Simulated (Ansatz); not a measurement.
The same calculation of C2H6SSn, SMILES [SnH3][CH]1CS1 as a Python script and as an input file (the Python package of Ansatz (0.2.0)).

Script `run_opt.py`:
```python
import itertools

import ansatz as az
from ase.data import atomic_numbers, covalent_radii
import numpy as np

BASIS_SET = "def2-SVP"
XC = "HF"

c2h6ssn = (
    az.Crystal.molecule()
    .atom("Sn", [-1.0245, 1.0115, 0.258])
    .atom("C", [0.3613, -0.2146, -0.7246])
    .atom("C", [1.1275, -1.0346, 0.1718])
    .atom("S", [-0.0818, -1.966, -0.6994])
    .atom("H", [-2.378, 1.3983, -0.8823])
    .atom("H", [-1.706, 0.2519, 1.6559])
    .atom("H", [-0.269, 2.5496, 0.7372])
    .atom("H", [0.9123, 0.1075, -1.6697])
    .atom("H", [0.9565, -0.885, 1.3099])
    .atom("H", [2.1849, -1.2698, -0.1538])
)

job = c2h6ssn.calculation().basis(gaussian=BASIS_SET).functional(XC)
symbols = [site.symbol for site in c2h6ssn.cartesian_sites]
start = np.array([site.position_ang for site in c2h6ssn.cartesian_sites], dtype=float)
def progress(event):
    if event["event"] == "relax_step":
        row = event["data"]
        print(f"step {row['step']:3d}  E = {row['lagrangian_ev']:.6f} eV  largest force component {row['allowed_force_max_ev_ang']:.4f} eV/A")


rep = job.relax(force_tolerance=0.005, max_steps=100).session().plan().execute(on_event=progress).report
end = np.array(rep["positions_ang"])

print(f"E = {rep['free_energy_ev']:.6f} eV = {rep['free_energy_ev'] / 27.211386246:.7f} Ha")
print("converged:", rep["converged"], " doubts:", rep["published_state_doubts"] or "none")

radius = [covalent_radii[atomic_numbers[s]] for s in symbols]
span = lambda where, i, j: np.linalg.norm(where[i] - where[j])
bonded = [(i, j) for i, j in itertools.combinations(range(len(symbols)), 2) if min(span(start, i, j), span(end, i, j)) < 1.2 * (radius[i] + radius[j])]
print("pair        before    after (A)")
for i, j in bonded:
    print(f"{symbols[i]}{i}-{symbols[j]}{j}".ljust(10), f"{span(start, i, j):8.4f} {span(end, i, j):8.4f}")
```

```console
$ python run_opt.py
step   1  E = -18771.387469 eV  largest force component 2.7809 eV/A
step   2  E = -18771.707659 eV  largest force component 1.6450 eV/A
step   3  E = -18771.876424 eV  largest force component 0.5724 eV/A
step   4  E = -18771.890824 eV  largest force component 0.1254 eV/A
step   5  E = -18771.897904 eV  largest force component 0.0609 eV/A
step   6  E = -18771.900248 eV  largest force component 0.0448 eV/A
step   7  E = -18771.901126 eV  largest force component 0.0133 eV/A
step   8  E = -18771.901514 eV  largest force component 0.0157 eV/A
step   9  E = -18771.901468 eV  largest force component 0.0166 eV/A
step  10  E = -18771.901578 eV  largest force component 0.0036 eV/A
E = -18771.901578 eV = -689.8546589 Ha
converged: True  doubts: none
pair        before    after (A)
Sn0-C1       2.0951   2.1622
Sn0-H4       1.8116   1.7068
Sn0-H5       1.7308   1.7078
Sn0-H6       1.7794   1.7143
C1-C2        1.4363   1.4781
C1-S3        1.8068   1.8286
C1-H7        1.1404   1.0853
C2-S3        1.7575   1.8059
C2-H8        1.1606   1.0840
C2-H9        1.1311   1.0838
```

`input.yaml`:
```yaml
crystal:
  periodic: [false, false, false]
  atoms:
    - { symbol: Sn, position_ang: [-1.0245, 1.0115, 0.258] }
    - { symbol: C, position_ang: [0.3613, -0.2146, -0.7246] }
    - { symbol: C, position_ang: [1.1275, -1.0346, 0.1718] }
    - { symbol: S, position_ang: [-0.0818, -1.966, -0.6994] }
    - { symbol: H, position_ang: [-2.378, 1.3983, -0.8823] }
    - { symbol: H, position_ang: [-1.706, 0.2519, 1.6559] }
    - { symbol: H, position_ang: [-0.269, 2.5496, 0.7372] }
    - { symbol: H, position_ang: [0.9123, 0.1075, -1.6697] }
    - { symbol: H, position_ang: [0.9565, -0.885, 1.3099] }
    - { symbol: H, position_ang: [2.1849, -1.2698, -0.1538] }
basis:
  gaussian:
    orbitals: def2-SVP
hamiltonian:
  xc: hf
relax:
  f_tol: 0.005
  max_steps: 100
```

What to keep in mind:
- Total energies depend on the basis set; only differences at equal settings carry meaning.
- The end point is the stationary point reached from this start; no frequency run checks that it is a minimum, and the basis set is modest.
- def2 sets replace the cores of elements past krypton by effective core potentials.
- It ran for 28 s on 1 thread of Arm Neoverse V2, on a shared host, peak memory 0.3 GiB.

(Lines on the test bed's own set-up are left out of the output.)
